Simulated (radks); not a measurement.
**Cr³⁺ in [Ar] 3d3: an all-electron calculation**

One table from this session's results is given with a row withheld; the runs are named, their logs left out.

The numbers are computed with radks (a radial shooting solver on a logarithmic mesh, Libxc functionals) version 1 (non-relativistic Kohn-Sham, PBEsol, spin-polarised, spherical densities, point nucleus; open shells are filled with parallel spins first), except any that are marked as measured or tabulated.

## The atom as given

```
element       : chromium (Z = 24)
charge        : +3
electrons     : 21
configuration : [Ar] 3d3
```

Outer shells as boxes (Hund's rule):

Cr³⁺
```
[Ar] core
3d [↑ ][↑ ][↑ ][  ][  ]
```

Set-up of the first run:

The run's settings:

```text
Z 24
configuration [Ar] 3d3 4s0 4p0 4d0 4f0
relativity non-relativistic
functional pbe_sol,pbe_sol
spin polarised
nucleus point
```

Launch:

```bash
$ python run_ks.py task.json out
```

All runs below come from this command, one after another.

One of the session's tables, all rows but one given; the rest of the session is left out.

It belongs to the step «Radial structure». From the orbitals of this run (lengths in bohr):

```
  level      <r>  outermost maximum (interpolated)  90 % within  nodes
1s down  0.06424                            0.0423        0.114      0
  1s up  0.06424                            0.0423        0.114      0
  2s up   0.2965                             0.246        0.460      1
2s down   0.2961                             0.246        0.459      1
  2p up   0.2614                             0.199        0.429      0
2p down   0.2609                             0.199        0.428      0
  3s up   0.8955                             0.780         1.34      2
3s down   0.8977                             0.780         1.34      2
  3p up   0.9398                             0.793         1.44      1
3p down   0.9438                             0.794         1.45      1
  3d up        ?                                 ?            ?      ?
3d down    1.115                             0.794         1.86      0
  4s up    2.417                              2.18         3.50      3
  4p up    2.739                              2.46         3.99      2
```

**Question.** Estimate the row for 3d up.

The run gave: <r>: 1.091; outermost maximum (interpolated): 0.787; 90 % within: 1.81; nodes: 0. In the column «<r>» it lies between 3p down (0.9438) and 3d down (1.115).

To keep in mind: Open shells are spherical and high-spin; term and fine-structure splittings are not resolved.
